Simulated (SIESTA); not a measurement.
Crystal: NaLaMnMoO6.

```
Na La Mn Mo O
1.0
     5.55735    0.00000    0.00053
     0.00000    5.59794    0.00000
    -0.06290    0.00000    8.02462
Na La Mn Mo O
2 2 2 2 12
Direct
  0.75008 0.51572 0.49924
  0.24992 0.01572 0.50076
  0.25715 0.95896 0.99937
  0.74285 0.45896 0.00063
  0.24767 0.48762 0.25607
  0.75233 0.98762 0.74393
  0.75559 0.99666 0.27090
  0.24441 0.49666 0.72910
  0.67335 0.97830 0.49061
  0.03402 0.81017 0.27726
  0.93353 0.28910 0.28026
  0.47817 0.20966 0.19922
  0.54435 0.73563 0.20079
  0.82956 0.01818 0.00392
  0.32665 0.47830 0.50939
  0.96598 0.31017 0.72274
  0.06647 0.78910 0.71974
  0.52183 0.70966 0.80078
  0.45565 0.23563 0.79921
  0.17044 0.51818 0.99608
```

The cell was built by a generator and needn't be a form met in nature.

Base run:

| Item | Value |
| --- | --- |
| Program | SIESTA 5.4.2 |
| Functional | PBE |
| Potentials or basis | PseudoDojo 0.4 standard (PBE files) |
| Basis | DZP (energy shift 0.003 Ry; two zetas on semicore shells) |
| Grid cutoff | 800 Ry |
| Energy shift | 0.003 Ry |
| k mesh | 5 × 5 × 4 |
| Occupations | fermi-dirac, width 0.05 eV |
| Spin | collinear spin, ferromagnetic start |
| Starting moments | [0.0, 0.0, 0.0, 0.0, 4.0, 4.0, 1.0, 1.0, 0.0, 0.0, 0.0, 0.0, 0.0, 0.0, 0.0, 0.0, 0.0, 0.0, 0.0, 0.0] μB |

Its results: band gap on the k mesh 0.10 eV, indirect (least direct gap 0.16 eV); pressure 5.2 GPa; net moment 9.97 μB per cell; site moments Na -0.01; La -0.02; Mn +4.46; Mo +0.37; O +0.01, +0.03, +0.02, +0.06 μB; largest force 0.746 eV/Å.

Problem. After a change of settings the same cell gave: band gap on the k mesh none (metal or under the smearing width); pressure 7.0 GPa; net moment 9.87 μB per cell; site moments Na -0.03; La -0.04; Mn +4.36; Mo +0.37; O +0.03, +0.05, +0.04, +0.07 μB; largest force 1.608 eV/Å. Which change was it?
A. hubbard terms from none to Mn d U = 2 eV, Mo d U = 2 eV
B. basis from DZP (energy shift 0.003 Ry; two zetas on semicore shells) to SZP (energy shift 0.003 Ry; radii capped at 9.5 bohr)
C. basis from DZP (energy shift 0.003 Ry; two zetas on semicore shells) to TZP (energy shift 0.003 Ry; two zetas on semicore shells)
D. basis from DZP (energy shift 0.003 Ry; two zetas on semicore shells) to TZDP (energy shift 0.003 Ry; two zetas on semicore shells)

Solution. B.

Caveats: short orbitals over semicore shells can move pressures by several GPa; spin-orbit coupling is left out, which moves the levels of the heavy elements; the basis of atomic orbitals isn't converged, which shifts pressures, moduli and gaps; only a ferromagnetic start was run, and an antiferromagnetic order may lie lower in energy; an odd mesh through Γ misses points on the zone boundary, where band edges often lie (some runs); semilocal functionals often make such compounds metallic where correlation or magnetic order opens a gap, which also shifts bond lengths (some runs); forces of over 1 eV/Å show positions far from the minimum, so gaps and moduli don't describe the material at rest (some runs).
